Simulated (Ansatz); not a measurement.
# C3H8OSi: up Jacob's ladder to CCSD(T)

One table from this session's results is given with a row withheld; the runs are named, their logs left out.

Computed with Ansatz 0.2.0, Gaussian basis. Level: functionals in def2-TZVPP, the program's frozen cores in correlated methods.

Plan: LDA (SPW92), PBE-D4, revPBE-D4, BLYP-D4, r2SCAN-D4, B97M-V, PBE0-D4, B3LYP-D4, r2SCANh-D4, r2SCAN0-D4, HSE06-D4, BHLYP-D4, CAM-B3LYP-D4, LC-ωPBE, ωB97X-V, ωB97M-V, B2PLYP, PBE-QIDH; CCSD(T)/def2-SVP; CCSD(T)/def2-TZVPP; MP2/def2-QZVPP; extrapolation to the limit; RPA on PBE.

### The geometry

All runs share one geometry, relaxed beforehand with PBE0-D4 in a triple-zeta def2 set.

SMILES `CC(C)[Si]O`, 13 atoms, charge 0, spin multiplicity 1.

Atoms are counted from 1 here; the program's logs count them from 0.

Bond lengths: C1–C2 1.520 Å, C1–H6 1.095 Å, C1–H7 1.096 Å, C1–H8 1.095 Å, C2–C3 1.531 Å, C2–Si4 1.927 Å, C2–H9 1.103 Å, C3–H10 1.094 Å, C3–H11 1.095 Å, C3–H12 1.095 Å, Si4–O5 1.654 Å, O5–H13 0.963 Å. Angles: C2–C1–H6 112.3°, C2–C1–H7 111.4°, C2–C1–H8 111.8°, H6–C1–H7 108.0°, H6–C1–H8 106.7°, H7–C1–H8 106.4°, C1–C2–C3 111.9°, C1–C2–Si4 117.3°, C1–C2–H9 108.7°, C3–C2–Si4 108.0°, C3–C2–H9 107.2°, Si4–C2–H9 103.0°, C2–C3–H10 112.0°, C2–C3–H11 111.2°, C2–C3–H12 111.4°, H10–C3–H11 107.2°, H10–C3–H12 107.5°, H11–C3–H12 107.2° and more.

As a file:

```xyz
13
C3H8OSi
C    -1.1141    0.0682    0.4522
C     0.4041    0.0387    0.3865
C     0.9282   -1.3125   -0.1064
Si    1.2702    1.4215   -0.6384
O    -0.0010    2.3133   -1.2068
H    -1.4942    1.0080    0.8668
H    -1.5604   -0.0694   -0.5397
H    -1.5089   -0.7352    1.0829
H     0.8058    0.1943    1.4016
H     2.0211   -1.3349   -0.1584
H     0.5515   -1.5422   -1.1086
H     0.6127   -2.1280    0.5520
H    -0.8947    2.0434   -0.9687
```

The first run:

in.yaml reads:

```yaml
crystal:
  periodic: [false, false, false]
  atoms:
    - {symbol: C, position_ang: [-1.114145, 0.068231, 0.452235]}
    - {symbol: C, position_ang: [0.404067, 0.038687, 0.386451]}
    - {symbol: C, position_ang: [0.928182, -1.312478, -0.106418]}
    - {symbol: Si, position_ang: [1.270199, 1.421480, -0.638373]}
    - {symbol: O, position_ang: [-0.000961, 2.313312, -1.206789]}
    - {symbol: H, position_ang: [-1.494212, 1.007994, 0.866757]}
    - {symbol: H, position_ang: [-1.560387, -0.069351, -0.539651]}
    - {symbol: H, position_ang: [-1.508870, -0.735248, 1.082867]}
    - {symbol: H, position_ang: [0.805757, 0.194298, 1.401566]}
    - {symbol: H, position_ang: [2.021133, -1.334858, -0.158393]}
    - {symbol: H, position_ang: [0.551479, -1.542190, -1.108625]}
    - {symbol: H, position_ang: [0.612727, -2.127991, 0.551985]}
    - {symbol: H, position_ang: [-0.894668, 2.043415, -0.968713]}
basis:
  gaussian: {orbitals: def2-TZVPP}
hamiltonian: {xc: lda}
output: {orbitals: {seedname: orbitals}}
```

Run with:

```sh
$ ansatz run in.yaml --threads 4 --pin off --events-out ev --progress --plain --max-ram 10444MiB
```

Among the steps run: LDA; PBE-D4 (GGA); revPBE-D4 (GGA); BLYP-D4 (GGA); r2SCAN-D4 (meta-GGA); B97M-V (meta-GGA); PBE0-D4 (hybrid); B3LYP-D4 (hybrid); r2SCANh-D4 (hybrid); r2SCAN0-D4 (hybrid); HSE06-D4 (hybrid); BHLYP-D4 (hybrid); CAM-B3LYP-D4 (range-separated); LC-ωPBE (range-separated); ωB97X-V (range-separated); ωB97M-V (range-separated); B2PLYP (double hybrid); PBE-QIDH (double hybrid).

One table of the session follows, with a row left open; its other results are not shown here.

```
  functional  HOMO (eV)  LUMO (eV)  gap (eV)
 LDA (SPW92)      -5.15      -2.57      2.58
      PBE-D4      -5.05      -2.38      2.67
   revPBE-D4          ?          ?         ?
     BLYP-D4      -4.94      -2.24      2.70
   r2SCAN-D4      -5.24      -2.26      2.97
      B97M-V      -5.32      -2.23      3.09
     PBE0-D4      -6.11      -1.54      4.57
    B3LYP-D4      -5.95      -1.74      4.21
  r2SCANh-D4      -5.63      -1.94      3.69
  r2SCAN0-D4      -6.23      -1.47      4.75
    HSE06-D4      -5.72      -1.92      3.80
    BHLYP-D4      -7.09      -0.62      6.47
CAM-B3LYP-D4      -7.40      -0.45      6.96
     LC-ωPBE      -8.66       0.67      9.33
     ωB97X-V      -8.36       0.55      8.92
     ωB97M-V      -8.20       0.42      8.62
```

**Question.** Estimate the row for revPBE-D4.

The run gave: HOMO (eV): -5.01; LUMO (eV): -2.30; gap (eV): 2.71. In the column «HOMO (eV)» it lies between PBE-D4 (-5.05) and BLYP-D4 (-4.94).
